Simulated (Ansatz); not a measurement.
# F2H3N2Nb: one species, many methods

An exercise on one series of results from a longer session: the logs are not shown, and one member is left open.

Method: functionals in def2-TZVPP, the program's frozen cores in correlated methods; program: Ansatz 0.2.0, Gaussian basis.

The runs, in order: LDA (SPW92), PBE-D4, revPBE-D4, BLYP-D4, r2SCAN-D4, B97M-V, PBE0-D4, B3LYP-D4, r2SCANh-D4, r2SCAN0-D4, HSE06-D4, BHLYP-D4, CAM-B3LYP-D4, LC-ωPBE, ωB97X-V, ωB97M-V, B2PLYP, PBE-QIDH; CCSD(T)/def2-SVP; CCSD(T)/def2-TZVPP; MP2/def2-QZVPP; extrapolation to the limit; RPA on PBE.

## The geometry

An earlier PBE0-D4 in a triple-zeta def2 set relaxation fixed the geometry. Nb takes the def2 core potential; no spin-orbit term is included.

8 atoms, charge 0, spin multiplicity 1.

Atoms are counted from 1 here; the program's logs count them from 0.

Bond lengths: N1–Nb2 1.739 Å, N1–H6 1.009 Å, Nb2–N3 1.954 Å, Nb2–F4 1.882 Å, Nb2–F5 1.882 Å, N3–H7 1.008 Å, N3–H8 1.012 Å. Angles: Nb2–N1–H6 172.1°, N1–Nb2–N3 103.0°, N1–Nb2–F4 110.8°, N1–Nb2–F5 110.8°, N3–Nb2–F4 110.8°, N3–Nb2–F5 110.8°, F4–Nb2–F5 110.4°, Nb2–N3–H7 126.6°, Nb2–N3–H8 122.7°, H7–N3–H8 110.7°.

Set-up of the first run:

Input file in.yaml:

```yaml
crystal:
  periodic: [false, false, false]
  atoms:
    - {symbol: N, position_ang: [-0.976100, 1.226921, 0.533370]}
    - {symbol: Nb, position_ang: [-0.048213, 0.279358, -0.590914]}
    - {symbol: N, position_ang: [0.676651, -1.147627, 0.529660]}
    - {symbol: F, position_ang: [-1.152010, -0.428077, -1.941634]}
    - {symbol: F, position_ang: [1.338160, 1.304289, -1.346399]}
    - {symbol: H, position_ang: [-1.545094, 1.857902, 1.076817]}
    - {symbol: H, position_ang: [0.525752, -1.270383, 1.518448]}
    - {symbol: H, position_ang: [1.272954, -1.879583, 0.165052]}
basis:
  gaussian: {orbitals: def2-TZVPP}
hamiltonian: {xc: lda}
output: {orbitals: {seedname: orbitals}}
```

Launch:

```
$ ansatz run in.yaml --threads 4 --pin off --events-out ev --progress --plain --max-ram 10444MiB
```

Steps of the session up to this table: LDA; PBE-D4 (GGA); revPBE-D4 (GGA); BLYP-D4 (GGA); r2SCAN-D4 (meta-GGA); B97M-V (meta-GGA); B3LYP-D4 (hybrid); r2SCANh-D4 (hybrid); r2SCAN0-D4 (hybrid); HSE06-D4 (hybrid); BHLYP-D4 (hybrid); CAM-B3LYP-D4 (range-separated); LC-ωPBE (range-separated); ωB97X-V (range-separated); ωB97M-V (range-separated); B2PLYP (double hybrid); PBE-QIDH (double hybrid).

One table of the session follows, with a row left open; its other results are not shown here.

It belongs to the step «Orbital energies across the functionals». 

| functional | HOMO (eV) | gap (eV) |
| --- | --- | --- |
| LDA (SPW92) | -7.00 | 4.73 |
| PBE-D4 | -6.77 | 4.75 |
| revPBE-D4 | -6.68 | 4.77 |
| BLYP-D4 | -6.65 | 4.71 |
| r2SCAN-D4 | -7.07 | 5.18 |
| B97M-V | -7.10 | 5.23 |
| PBE0-D4 | -8.21 | 7.04 |
| B3LYP-D4 | ? | ? |
| r2SCANh-D4 | -7.62 | 6.04 |
| r2SCAN0-D4 | -8.43 | 7.33 |
| HSE06-D4 | -7.80 | 6.25 |
| BHLYP-D4 | -9.53 | 9.28 |
| CAM-B3LYP-D4 | -9.64 | 9.55 |
| LC-ωPBE | -11.02 | 12.15 |
| ωB97X-V | -10.64 | 11.66 |
| ωB97M-V | -10.56 | 11.28 |

**Question.** Estimate the row for B3LYP-D4.

Worked estimate for «HOMO (eV)». Against the share of exact exchange, BLYP-D4 (0, -6.65), BHLYP-D4 (0.5, -9.53) give a slope of -5.76 per unit share; at 0.2 the line stands at -7.80.

The run gave: HOMO (eV): -7.96; gap (eV): 6.53. In «HOMO (eV)» the line misses by +0.16.
